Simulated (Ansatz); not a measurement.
KReSe2:

```
K Re Se
1.0
     1.97744    1.14168    7.17886
    -1.97744    1.14168    7.17886
     0.00000   -2.28335    7.17886
K Re Se
1 1 2
Direct
  0.50000 0.50000 0.50000
  0.00000 0.00000 0.00000
  0.26670 0.26670 0.26670
  0.73330 0.73330 0.73330
```

The cell comes from a database or a generator and needn't be the stable form of this composition.

* Program: Ansatz 0.2.0
* Task: single point
* Functional: PBE
* Potentials or basis: Ansatz PAW
* Cutoff: 420 eV (not typed: the program's choice for these potentials)
* k mesh: 8 × 8 × 8
* Occupations: fermi-dirac, width 0.05 eV
* Spin: no spin polarisation

On this cell: pressure -5.9 GPa; largest force 1.912 eV/Å; band gap on the k mesh none (metal or under the smearing width).

The same run follows on a disturbed copy (atoms moved at random, drawn with an rms of 0.05 Å):

```
CELL_PARAMETERS angstrom
1.97744 1.14168 7.17886
-1.97744 1.14168 7.17886
0.00000 -2.28335 7.17886
ATOMIC_POSITIONS crystal
K 0.49857 0.50063 0.50313
Re 0.00715 0.99420 0.99846
Se 0.27454 0.26778 0.25466
Se 0.72239 0.74345 0.73471
```

Task: What changes?

Result: The energy (extrapolated to zero smearing) moves by +16.4 meV/atom; pressure -6.0 GPa; largest force 2.064 eV/Å; band gap on the k mesh none (metal or under the smearing width).

Forces in eV/Å, atoms in the order of the input:
```
K   -0.027  0.060 -0.078
Re  -0.227  0.044 -0.030
Se   0.022 -0.141  2.059
Se   0.232  0.037 -1.951
```

Stress tensor (GPa, compression positive):
```
-5.89  0.20  0.16
 0.20 -6.15  0.13
 0.16  0.13 -6.08
```

Caveats: forces of over 1 eV/Å show positions far from the minimum, so gaps and moduli don't describe the material at rest (some runs).
